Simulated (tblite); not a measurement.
# C4H7F3OSi2: the cost of one run

The runs use tblite 0.8.0 and PySCF 2.14.0, with density-fitted response routines of our own; the level of theory stands in each step. All values are computed, except where a source is named. Atoms are numbered from 0 throughout.

### Step 1. Starting geometry

17 atoms, charge 0, multiplicity 1; geometry from: force field or distance geometry start.

Bonds of the start (Å): O0–C1 1.26, C1–C2 1.42, C2–C3 1.31, C3–C4 1.49, C4–F5 1.39, C4–F6 1.37, C4–F7 1.41, C2–Si8 1.86, Si8–Si9 2.25, C1–H10 1.09, C3–H11 1.07, Si8–H12 1.46, Si8–H13 1.46, Si9–H14 1.48, Si9–H15 1.45, Si9–H16 1.49.

### Step 2. Optimising the geometry with GFN2-xTB

The job: settings as JSON, then the geometry in Å.

```
{"job": {"kind": "relax", "xc": "GFN2-xTB", "basis": "xTB"}, "charge": 0, "multiplicity": 1}
O      0.088500    -2.178700     1.802100
C      0.765700    -1.199500     1.388400
C      0.383700    -0.543200     0.186300
C      1.020400     0.482200    -0.328200
C      2.236300     1.028200     0.344200
F      1.871100     1.764100     1.464800
F      3.153500     0.048700     0.599300
F      2.751200     1.960100    -0.582000
Si    -1.119800    -1.132700    -0.737100
Si    -2.577200     0.585800    -0.688700
H      1.622200    -0.939200     2.004000
H      0.653800     0.912000    -1.232800
H     -0.762400    -1.442800    -2.119500
H     -1.667500    -2.293300    -0.037000
H     -2.297900     1.340300     0.548200
H     -3.957900     0.154700    -0.801600
H     -2.170900     1.465300    -1.820400
```

Launch:

```console
> OMP_NUM_THREADS=1 python probes_run.py task.json out
```

One launch serves the whole session: the jobs run in the order shown.

Q: Estimate the wall time and peak memory of this first job on 1 thread of Intel Xeon at 2.50GHz, shared host.

About 8.4 s, with a peak of 0.18 GiB.
